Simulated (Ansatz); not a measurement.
# CH6ClNSSi: how energies converge with the basis set

One table from this session's results is given with a row withheld; the runs are named, their logs left out.

Method: one geometry, several basis sets; program: Ansatz 0.2.0, Gaussian basis.

Levels to be run: PBE0-D4/def2-SVP; ωB97M-V/def2-SVP; PBE0-D4/def2-QZVPP; ωB97M-V/def2-QZVPP; the functionals' def2-TZVPP values are taken from earlier runs.

## The geometry

An earlier PBE0-D4 in a triple-zeta def2 set relaxation fixed the geometry.

11 atoms, charge 0, spin multiplicity 1.

Atoms are counted from 1 here; the program's logs count them from 0.

Bond lengths: C1–S2 1.817 Å, C1–H6 1.089 Å, C1–H7 1.089 Å, C1–H8 1.089 Å, S2–Si3 2.108 Å, Si3–N4 1.703 Å, Si3–Cl5 2.061 Å, Si3–H9 1.481 Å, N4–H10 1.006 Å, N4–H11 1.007 Å. Angles: S2–C1–H6 106.8°, S2–C1–H7 110.7°, S2–C1–H8 110.3°, H6–C1–H7 109.6°, H6–C1–H8 109.4°, H7–C1–H8 110.0°, C1–S2–Si3 100.1°, S2–Si3–N4 110.5°, S2–Si3–Cl5 113.5°, S2–Si3–H9 104.5°, N4–Si3–Cl5 104.2°, N4–Si3–H9 117.6°, Cl5–Si3–H9 106.8°, Si3–N4–H10 120.9°, Si3–N4–H11 120.8°, H10–N4–H11 112.8°.

Coordinates:

```xyz
11
CH6ClNSSi
C    -0.4404    1.3645   -1.1947
S     1.0951    1.2462   -0.2299
Si    0.5895   -0.3264    1.0797
N     0.1078   -1.7032    0.2014
Cl   -1.0276    0.0974    2.2854
H    -0.2248    1.9979   -2.0541
H    -0.7555    0.3802   -1.5372
H    -1.2286    1.8206   -0.5975
H     1.7645   -0.4578    1.9719
H    -0.5187   -2.3804    0.6036
H     0.7042   -2.0958   -0.5082
```

Set-up of the first run:

in.yaml

```yaml
crystal:
  periodic: [false, false, false]
  atoms:
    - {symbol: C, position_ang: [-0.440360, 1.364464, -1.194670]}
    - {symbol: S, position_ang: [1.095074, 1.246203, -0.229896]}
    - {symbol: Si, position_ang: [0.589505, -0.326410, 1.079727]}
    - {symbol: N, position_ang: [0.107785, -1.703239, 0.201377]}
    - {symbol: Cl, position_ang: [-1.027563, 0.097393, 2.285430]}
    - {symbol: H, position_ang: [-0.224836, 1.997910, -2.054051]}
    - {symbol: H, position_ang: [-0.755519, 0.380205, -1.537173]}
    - {symbol: H, position_ang: [-1.228572, 1.820579, -0.597498]}
    - {symbol: H, position_ang: [1.764489, -0.457769, 1.971929]}
    - {symbol: H, position_ang: [-0.518731, -2.380424, 0.603574]}
    - {symbol: H, position_ang: [0.704230, -2.095811, -0.508249]}
basis:
  gaussian: {orbitals: def2-SVP}
hamiltonian: {xc: pbe0, dispersion: d4}
output: {orbitals: {seedname: orbitals}}
```

Launch:

```bash
$ ansatz run in.yaml --threads 4 --pin off --events-out ev --progress --plain --max-ram 10444MiB
```

Among the steps run: PBE0-D4 in def2-SVP; ωB97M-V in def2-SVP; PBE0-D4 in def2-QZVPP; ωB97M-V in def2-QZVPP.

One of the session's tables, all rows but one given; the rest of the session is left out.

It belongs to the step «Functionals by basis». 

```
functional       basis  HOMO (eV)  LUMO (eV)
   PBE0-D4    def2-SVP      -7.03       0.77
   PBE0-D4  def2-TZVPP      -7.14       0.24
   PBE0-D4  def2-QZVPP      -7.18      -0.03
   ωB97M-V    def2-SVP          ?          ?
   ωB97M-V  def2-TZVPP      -9.33       1.99
   ωB97M-V  def2-QZVPP      -9.38       1.43
```

Estimate the missing values for ωB97M-V, def2-SVP.

The run gave: HOMO (eV): -9.19; LUMO (eV): 2.77. In the column «HOMO (eV)» it lies between ωB97M-V, def2-TZVPP (-9.33) and PBE0-D4, def2-QZVPP (-7.18).
